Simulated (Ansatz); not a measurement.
# CH5ClFNSi2: basis-set convergence

The task here is to estimate one member of a computed series from the others.

Method: one geometry, several basis sets; program: Ansatz 0.2.0, Gaussian basis.

Levels to be run: PBE0-D4/def2-SVP; ωB97M-V/def2-SVP; PBE0-D4/def2-QZVPP; ωB97M-V/def2-QZVPP; the functionals' def2-TZVPP values are taken from earlier runs.

### The geometry

An earlier PBE0-D4 in a triple-zeta def2 set relaxation fixed the geometry.

11 atoms, charge 0, spin multiplicity 1.

Atoms are counted from 1 here; the program's logs count them from 0.

Bond lengths: F1–C2 1.390 Å, C2–Si3 1.890 Å, C2–H7 1.096 Å, C2–H8 1.096 Å, Si3–N4 1.739 Å, Si3–H9 1.488 Å, Si3–H11 1.483 Å, N4–Si5 1.718 Å, N4–H10 1.014 Å, Si5–Cl6 2.107 Å. Angles: F1–C2–Si3 110.3°, F1–C2–H7 108.2°, F1–C2–H8 108.4°, Si3–C2–H7 111.6°, Si3–C2–H8 110.8°, H7–C2–H8 107.4°, C2–Si3–N4 111.6°, C2–Si3–H9 107.0°, C2–Si3–H11 109.9°, N4–Si3–H9 110.9°, N4–Si3–H11 106.4°, H9–Si3–H11 111.1°, Si3–N4–Si5 124.7°, Si3–N4–H10 117.3°, Si5–N4–H10 117.9°, N4–Si5–Cl6 98.8°.

As a file:

```xyz
11
CH5ClFNSi2
F    -1.66633   -1.06844    1.15081
C    -1.31461   -1.17653   -0.18950
Si   -0.35526    0.35560   -0.73986
N     1.10525    0.56305    0.18113
Si    1.35665    1.79471    1.35167
Cl    3.27757    1.22994    2.00705
H    -0.72279   -2.09060   -0.31506
H    -2.23136   -1.29509   -0.77919
H    -0.05129    0.18246   -2.18588
H     1.83977   -0.12346    0.04858
H    -1.17220    1.57125   -0.50905
```

Set-up of the first run:

in.yaml reads:

```yaml
crystal:
  periodic: [false, false, false]
  atoms:
    - {symbol: F, position_ang: [-1.666334, -1.068439, 1.150811]}
    - {symbol: C, position_ang: [-1.314612, -1.176532, -0.189504]}
    - {symbol: Si, position_ang: [-0.355263, 0.355598, -0.739861]}
    - {symbol: N, position_ang: [1.105252, 0.563051, 0.181131]}
    - {symbol: Si, position_ang: [1.356651, 1.794706, 1.351675]}
    - {symbol: Cl, position_ang: [3.277572, 1.229941, 2.007055]}
    - {symbol: H, position_ang: [-0.722791, -2.090602, -0.315060]}
    - {symbol: H, position_ang: [-2.231355, -1.295085, -0.779194]}
    - {symbol: H, position_ang: [-0.051294, 0.182464, -2.185882]}
    - {symbol: H, position_ang: [1.839775, -0.123458, 0.048582]}
    - {symbol: H, position_ang: [-1.172203, 1.571253, -0.509053]}
basis:
  gaussian: {orbitals: def2-SVP}
hamiltonian: {xc: pbe0, dispersion: d4}
output: {orbitals: {seedname: orbitals}}
```

Among the steps run: PBE0-D4 in def2-SVP; ωB97M-V in def2-SVP; PBE0-D4 in def2-QZVPP; ωB97M-V in def2-QZVPP.

One table of the session follows, with a row left open; its other results are not shown here.

It belongs to the step «Density functionals: the series». 

```
functional       basis  HOMO (eV)  LUMO (eV)
   PBE0-D4    def2-SVP      -7.11      -1.64
   PBE0-D4  def2-TZVPP      -7.22      -1.78
   PBE0-D4  def2-QZVPP      -7.25      -1.83
   ωB97M-V    def2-SVP          ?          ?
   ωB97M-V  def2-TZVPP      -9.33       0.20
   ωB97M-V  def2-QZVPP      -9.37       0.09
```

Q: Estimate the row for ωB97M-V, def2-SVP from the others.

The run gave: HOMO (eV): -9.18; LUMO (eV): 0.43. In the column «HOMO (eV)» it lies between ωB97M-V, def2-TZVPP (-9.33) and PBE0-D4, def2-QZVPP (-7.25).
